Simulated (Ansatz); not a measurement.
## two structures of Zn: a comparison of enthalpies under pressure, step by step

Program: Ansatz 0.2.0 through its Python package.

Run as a notebook:

```python
import csv

import ansatz as az
import numpy as np
```

```python
ECUT = 600
KSPACING = 0.15
SMEARING = 'fermi_dirac'
WIDTH_EV = 0.1
```

```python
def fcc(A, a):
    return (
        az.Lattice.fcc(a)
        .space_group(225)
        .atom(A, (0, 0, 0))
        .primitive()
    )
```

```python
def bcc(A, a):
    return (
        az.Lattice.bcc(a)
        .space_group(229)
        .atom(A, (0, 0, 0))
        .primitive()
    )


def run_phase(name, crystal, pressure=0.0):
    calc = crystal.calculation()
    calc = calc.functional(az.Functional.R2SCAN)
    calc = calc.basis(ECUT).kpoints(spacing=KSPACING)
    calc = calc.occupations(SMEARING, width=WIDTH_EV)
    calc = calc.relax(force_tolerance=0.01, max_steps=60, cell=True, pressure=pressure)
    return calc.run()
```

```python
def volume_per_atom(outcome):
    return abs(np.linalg.det(outcome.lattice.cell_ang)) / len(outcome.lattice.sites)
```

```python
phases = {}
phases['fcc'] = fcc('Zn', 3.94)
phases['bcc'] = bcc('Zn', 3.13)
```

```python
# enthalpy per atom at each pressure
pressures = [0, 15, 30, 45]
enthalpy, volume = {name: [] for name in phases}, {name: [] for name in phases}
for p in pressures:
    for name, crystal in phases.items():
        o = run_phase(name, crystal, pressure=p)
        volume[name].append(volume_per_atom(o))
        enthalpy[name].append(o.report['energy_sigma0_ev'] / len(o.lattice.sites) + p * volume[name][-1] / 160.21766)
gap = np.array(enthalpy['bcc']) - np.array(enthalpy['fcc'])
rows = [(p, va, vb, 1000 * d) for p, va, vb, d in zip(pressures, volume['fcc'], volume['bcc'], gap)]
with open('transition.csv', 'w', newline='') as handle:
    writer = csv.writer(handle)
    writer.writerow(['P (GPa)', 'V fcc (A^3/atom)', 'V bcc (A^3/atom)', 'H(bcc) - H(fcc) (meV/atom)'])
    writer.writerows([round(v, 4) if isinstance(v, float) else v for v in row] for row in rows)
print(open('transition.csv').read())
crossings = [p0 - g0 * (p1 - p0) / (g1 - g0) for p0, p1, g0, g1 in zip(pressures, pressures[1:], gap, gap[1:]) if g0 * g1 < 0]
print('crossing near', [round(float(p), 1) for p in crossings], 'GPa') if crossings else print('no crossing in this range')
```

    P (GPa),V fcc (A^3/atom),V bcc (A^3/atom),H(bcc) - H(fcc) (meV/atom)
    0,14.3168,14.4556,68.1384
    15,12.6257,12.7056,77.6208
    30,11.6547,11.7118,83.6739
    45,10.9711,11.0174,88.199
    
    no crossing in this range

Caveats:
- At a fixed pressure a relaxation lowers the enthalpy F + PV, while F alone can rise.
- Only these two structures are compared, at zero temperature and with their symmetry kept; either may be hypothetical, and another phase may be lower than both. Differences under 10 to 15 meV an atom lie within the error of mesh and functional.
- The cells are prototypes set up for this calculation and needn't exist.
- Wall time of the script: 3.2 min on 1 thread of Arm Neoverse V2, with other jobs on the host, peak memory 0.51 GiB.
